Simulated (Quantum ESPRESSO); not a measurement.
# Ti (Fm-3m) in Quantum ESPRESSO: further runs

The runs below take Ti through single point, with PBEsol, LDA.

Program: Quantum ESPRESSO 7.5. These are calculated values, not measurements. Logs are shortened: lines on timing, memory, paths and dates and some standing lists are left out, and cuts for length are marked.

## Step 1: The crystal as given

The structure is cubic, space group Fm-3m (No. 225). The conventional cell has a = 4.450 Å, b = 4.450 Å, c = 4.450 Å, α = 90.00°, β = 90.00°, γ = 90.00°. Ti (site symmetry m-3m) is surrounded by 12 Ti at 3.15 Å.

The cell was built by a generator and needn't be a form met in nature.

## Step 2: Single point, PBEsol

The input, pw.in:

```
&CONTROL
  calculation = 'scf'
  prefix = 'pwscf'
  outdir = './tmp'
  pseudo_dir = './pseudo'
  tprnfor = .true.
  tstress = .true.
  disk_io = 'nowf'
/
&SYSTEM
  ibrav = 0
  nat = 1
  ntyp = 1
  ecutwfc = 45
  ecutrho = 360
  nbnd = 12
  occupations = 'smearing'
  smearing = 'mp'
  degauss = 0.00734986
/
&ELECTRONS
  conv_thr = 2d-10
  electron_maxstep = 120
  mixing_beta = 0.5
/
ATOMIC_SPECIES
Ti    47.8670 ti_pbesol_v1.4.uspp.F.UPF
CELL_PARAMETERS angstrom
   0.0000000000    2.2250000000    2.2250000000
   2.2250000000    0.0000000000    2.2250000000
   2.2250000000    2.2250000000    0.0000000000
ATOMIC_POSITIONS crystal
Ti     0.0000000000    0.0000000000    0.0000000000
K_POINTS automatic
16 16 16 0 0 0
```

Potentials or basis: GBRV 1.5 PBEsol.

Started as:

```sh
$ OMP_NUM_THREADS=1 pw.x -in pw.in > pw.out
```

pw.out:

```text
This program is part of the open-source Quantum ESPRESSO suite
     for quantum simulation of materials; please cite
[... 9 lines left out ...]
     --------------------
     sticks:   dense  smooth     PW     G-vecs:    dense   smooth      PW
     Sum         871     433    151                17153     5985    1139

     Using Slab Decomposition

     bravais-lattice index     =            0
     lattice parameter (alat)  =       5.9463  a.u.
     unit-cell volume          =     148.6677 (a.u.)^3
     number of atoms/cell      =            1
     number of atomic types    =            1
     number of electrons       =        12.00
     number of Kohn-Sham states=           12
     kinetic-energy cutoff     =      45.0000  Ry
     charge density cutoff     =     360.0000  Ry
     scf convergence threshold =      2.0E-10
     mixing beta               =       0.5000
     number of iterations used =            8  plain     mixing
     Exchange-correlation= SLA  PW   PSX  PSC
                           (   1   4  10   8   0   0   0)

     celldm(1)=   5.946260  celldm(2)=   0.000000  celldm(3)=   0.000000
     celldm(4)=   0.000000  celldm(5)=   0.000000  celldm(6)=   0.000000

     crystal axes: (cart. coord. in units of alat)
               a(1) = (   0.000000   0.707107   0.707107 )
               a(2) = (   0.707107   0.000000   0.707107 )
               a(3) = (   0.707107   0.707107   0.000000 )

     reciprocal axes: (cart. coord. in units 2 pi/alat)
               b(1) = ( -0.707107  0.707107  0.707107 )
               b(2) = (  0.707107 -0.707107  0.707107 )
               b(3) = (  0.707107  0.707107 -0.707107 )

     PseudoPot. # 1 for Ti read from file:
     ti_pbesol_v1.4.uspp.F.UPF
     Pseudo is Ultrasoft + core correction, Zval = 12.0
     Generated by new atomic code, or converted to UPF format
     Using radial grid of  851 points,  6 beta functions with:
                l(1) =   0
                l(2) =   0
                l(3) =   1
                l(4) =   1
                l(5) =   2
                l(6) =   2
     Q(r) pseudized with  6 coefficients,  rinner =    1.000   1.000   1.000
                                                       1.000   1.000

     atomic species   valence    mass     pseudopotential
     Ti               12.00    47.86700     Ti( 1.00)

     48 Sym. Ops., with inversion, found

   Cartesian axes

     site n.     atom                  positions (alat units)
         1        Ti     tau(   1) = (   0.0000000   0.0000000   0.0000000  )

     number of k points=   145  Methfessel-Paxton smearing, width (Ry)=  0.0073

     Number of k-points >= 100: set verbosity='high' to print them.

     Dense  grid:    17153 G-vectors     FFT dimensions: (  36,  36,  36)

     Smooth grid:     5985 G-vectors     FFT dimensions: (  25,  25,  25)

     Check: negative core charge=   -0.000014

     Initial potential from superposition of free atoms

     starting charge      11.0000, renormalised to      12.0000

     negative rho (up, down):  7.182E-04 0.000E+00
     Starting wfcs are   10 randomized atomic wfcs +    2 random wfcs

     Self-consistent Calculation

     iteration #  1     ecut=    45.00 Ry     beta= 0.50
     Davidson diagonalization with overlap
     ethr =  1.00E-02,  avg # of iterations =  5.0

     negative rho (up, down):  7.518E-04 0.000E+00

     total energy              =    -118.87733191 Ry
     estimated scf accuracy    <       0.82599625 Ry

     iteration #  2     ecut=    45.00 Ry     beta= 0.50
     Davidson diagonalization with overlap
     ethr =  6.88E-03,  avg # of iterations =  2.2

     negative rho (up, down):  6.153E-04 0.000E+00

     total energy              =    -119.09448678 Ry
     estimated scf accuracy    <       0.07055457 Ry

     iteration #  3     ecut=    45.00 Ry     beta= 0.50
     Davidson diagonalization with overlap
     ethr =  5.88E-04,  avg # of iterations =  1.6

     negative rho (up, down):  5.344E-04 0.000E+00

     total energy              =    -119.11093850 Ry
     estimated scf accuracy    <       0.00150325 Ry

     iteration #  4     ecut=    45.00 Ry     beta= 0.50
     Davidson diagonalization with overlap
     ethr =  1.25E-05,  avg # of iterations =  4.2

     negative rho (up, down):  5.046E-04 0.000E+00

     total energy              =    -119.11136984 Ry
     estimated scf accuracy    <       0.00064196 Ry

     iteration #  5     ecut=    45.00 Ry     beta= 0.50
     Davidson diagonalization with overlap
     ethr =  5.35E-06,  avg # of iterations =  1.9

     negative rho (up, down):  5.038E-04 0.000E+00

     total energy              =    -119.11152508 Ry
     estimated scf accuracy    <       0.00001446 Ry

     iteration #  6     ecut=    45.00 Ry     beta= 0.50
     Davidson diagonalization with overlap
     ethr =  1.21E-07,  avg # of iterations =  2.1

     negative rho (up, down):  5.040E-04 0.000E+00

     total energy              =    -119.11152900 Ry
     estimated scf accuracy    <       0.00000026 Ry

     iteration #  7     ecut=    45.00 Ry     beta= 0.50
     Davidson diagonalization with overlap
     ethr =  2.17E-09,  avg # of iterations =  1.8

     negative rho (up, down):  5.040E-04 0.000E+00

     total energy              =    -119.11152898 Ry
     estimated scf accuracy    <       0.00000008 Ry

     iteration #  8     ecut=    45.00 Ry     beta= 0.50
     Davidson diagonalization with overlap
     ethr =  6.57E-10,  avg # of iterations =  2.0

     negative rho (up, down):  5.040E-04 0.000E+00

     total energy              =    -119.11152901 Ry
     estimated scf accuracy    <       0.00000001 Ry

     iteration #  9     ecut=    45.00 Ry     beta= 0.50
     Davidson diagonalization with overlap
     ethr =  9.63E-11,  avg # of iterations =  1.0

     negative rho (up, down):  5.040E-04 0.000E+00

     total energy              =    -119.11152901 Ry
     estimated scf accuracy    <          7.1E-10 Ry

     iteration # 10     ecut=    45.00 Ry     beta= 0.50
     Davidson diagonalization with overlap
     ethr =  5.91E-12,  avg # of iterations =  1.7

     negative rho (up, down):  5.040E-04 0.000E+00

     End of self-consistent calculation

     Number of k-points >= 100: set verbosity='high' to print the bands.

     the Fermi energy is     9.7828 ev

!    total energy              =    -119.11152901 Ry
     estimated scf accuracy    <          3.1E-11 Ry
     smearing contrib. (-TS)   =       0.00005303 Ry
     internal energy E=F+TS    =    -119.11158204 Ry

     The total energy is F=E-TS. E is the sum of the following terms:
     one-electron contribution =     -50.28506107 Ry
     hartree contribution      =      27.37704210 Ry
     xc contribution           =     -17.69267507 Ry
     ewald contribution        =     -78.51088799 Ry

     convergence has been achieved in  10 iterations

     negative rho (up, down):  5.040E-04 0.000E+00

     Forces acting on atoms (cartesian axes, Ry/au):

     atom    1 type  1   force =     0.00000000    0.00000000    0.00000000

     Total force =     0.000000     Total SCF correction =     0.000000

     Computing stress (Cartesian axis) and pressure

     negative rho (up, down):  5.040E-04 0.000E+00
          total   stress  (Ry/bohr**3)                   (kbar)     P=     -194.84
  -0.00132450   0.00000000   0.00000000         -194.84        0.00        0.00
   0.00000000  -0.00132450   0.00000000            0.00     -194.84        0.00
   0.00000000  -0.00000000  -0.00132450            0.00       -0.00     -194.84

=------------------------------------------------------------------------------=
   JOB DONE.
=------------------------------------------------------------------------------=
```

It took 10 s on 1 thread of Intel Xeon 6975P-C (Granite Rapids), shared host; peak memory 0.11 GiB.

Results:

```
Free energy            : -1620.5949 eV
Pressure               : -19.5 GPa
Band gap on the k mesh : none (metal or under the smearing width)
```

Caveat: so large a pressure means that the cell lies far from this level's equilibrium, or that cutoff or potentials fall short.

## Step 3: Single point, LDA

Changes to pw.in since step 2:

```diff
@@ -26,3 +26,3 @@
 ATOMIC_SPECIES
-Ti    47.8670 ti_pbesol_v1.4.uspp.F.UPF
+Ti    47.8670 ti_lda_v1.4.uspp.F.UPF
 CELL_PARAMETERS angstrom
```

Potentials or basis: GBRV 1.5 LDA.

Started as:

```sh
$ OMP_NUM_THREADS=1 pw.x -in pw.in > pw.out
```

It took 16 s on 1 thread of Intel Xeon Platinum 8488C (Sapphire Rapids), shared host; peak memory 0.11 GiB.

The run converged. Its results:

* Free energy: -1621.7589 eV
* Pressure: -22.1 GPa
* Band gap on the k mesh: none (metal or under the smearing width)

Levels at points of the mesh, in eV from the Fermi level:
| k point | band 3 | band 4 | band 5 | band 6 | band 7 | band 8 | band 9 | band 10 |
| --- | --- | --- | --- | --- | --- | --- | --- | --- |
| (0.00, 0.00, 0.00) | -32.87 | -32.87 | -5.42 | 0.68 | 0.68 | 0.68 | 1.82 | 1.82 |
| (0.00, 0.00, -0.50) | -32.92 | -32.92 | -2.11 | 0.34 | 0.60 | 0.60 | 2.61 | 2.61 |
| (0.00, -0.50, -0.50) | -32.99 | -32.99 | -1.88 | -1.19 | 2.08 | 2.59 | 2.82 | 2.82 |

Caveat: so large a pressure means that the cell lies far from this level's equilibrium, or that cutoff or potentials fall short.
